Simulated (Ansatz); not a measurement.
**HfB: response to strain**

Aim: deform HfB (equal xx and yy strain of -1 %) and compute stress, forces and field gradients with LAPW, PAW and all-electron datasets made for the crystal.

Computed with Ansatz 0.2.0 (DFT LDA, scalar-relativistic, unless a step's input says otherwise).

### Step 1. The starting structure

It takes space group Fm-3m (No. 225, cubic). Conventional cell: a = 4.620 Å, b = 4.620 Å, c = 4.620 Å, α = 90.00°, β = 90.00°, γ = 90.00°. Hf (site symmetry m-3m) has 6 B at 2.31 Å as nearest neighbours. Around B (site symmetry m-3m) lie 6 Hf at 2.31 Å.

Structure file:

```
CELL_PARAMETERS angstrom
0.00000 2.31000 2.31000
2.31000 0.00000 2.31000
2.31000 2.31000 0.00000
ATOMIC_POSITIONS crystal
Hf 0.50000 0.50000 0.50000
B 0.00000 0.00000 0.00000
```

Atoms are numbered in the order of the input: Hf1, B2.

### Step 2. After the deformation

Space group Fm-3m before, I4/mmm after.

### Step 3. All-electron LAPW

input.yaml

```yaml
crystal:
  lattice:
    - [0.0, 2.2869, 2.31]
    - [2.2869, 0.0, 2.31]
    - [2.2869, 2.2869, 0.0]
  atoms:
    - { symbol: Hf, position: [0.5, 0.5, 0.5] }
    - { symbol: B, position: [0.0, 0.0, 0.0] }
kpoints:
  mp_grid: { grid: [15, 15, 15] }
  band_path:
    path:
      - [0.0, 0.0, 0.0]
      - [0.0, 0.5, 0.5]
      - [0.25, 0.75, 0.5]
      - [0.0, 0.5, 0.0]
      - [0.0, 0.0, 0.0]
      - [0.5, 0.5, 0.0]
      - [0.3725125, 0.6274875, 0.0]
      - [-0.3725125, 0.3725125, 0.0]
      - [0.0, 0.0, 0.0]
    npoints: 5
scf:
  occupations: { method: fermi_dirac, width: 0.05 }
hamiltonian:
  xc: lda
  pseudopotentials: { kind: all_electron, lapw: { basis_error: 0.00025 } }
output:
  forces: true
  stress: true
  eigenvalues: true
```

Started as:

```sh
ansatz run input.yaml --threads 1 --pin off --max-ram 3072MiB --backend cpu --events-out ev --progress --plain --runs-dir out
```

### Step 4. Frozen-core PAW

input.yaml

```yaml
crystal:
  lattice:
    - [0.0, 2.2869, 2.31]
    - [2.2869, 0.0, 2.31]
    - [2.2869, 2.2869, 0.0]
  atoms:
    - { symbol: Hf, position: [0.5, 0.5, 0.5] }
    - { symbol: B, position: [0.0, 0.0, 0.0] }
kpoints:
  mp_grid: { grid: [15, 15, 15] }
scf:
  occupations: { method: fermi_dirac, width: 0.05 }
hamiltonian:
  xc: lda
  pseudopotentials: { kind: paw }
output:
  forces: true
  stress: true
  eigenvalues: true
  efg: { contact_densities: true }
  write_density: true
  write_potential: true
  elf: true
  volumetric_format: npy
```

### Step 5. All-electron PAW on datasets made for the crystal

input.yaml, as its differences from that of step 4:

```diff
@@ -14,3 +14,3 @@
   xc: lda
-  pseudopotentials: { kind: paw }
+  pseudopotentials: { kind: all_electron, datasets: crystal }
 output:
@@ -20,5 +20 @@
   efg: { contact_densities: true }
-  write_density: true
-  write_potential: true
-  elf: true
-  volumetric_format: npy
```

(Steps that only read results are left out.)

Before running it: what results should come out? Wanted: pressure; largest shear or deviatoric stress.

**Answer**, as computed:

```
                                 quantity                                              value
                                 pressure  LAPW 23.63, PAW 23.58, crystal datasets 23.63 GPa
largest shear or deviatoric stress (LAPW)                                           3.44 GPa
```

The largest part of the stress beyond the pressure is 3.44 GPa in size, in the zz component; the atoms are carried along and not relaxed. No run of the undeformed cell stands beside it, so the pressure holds what the given cell had before the change. PAW: stress within 0.05 GPa of LAPW. Crystal datasets: stress within 0.01 GPa of LAPW. Spin-orbit coupling is left out, though the cell holds Hf; in elements this heavy it can shift bands and gaps by tenths of an eV.
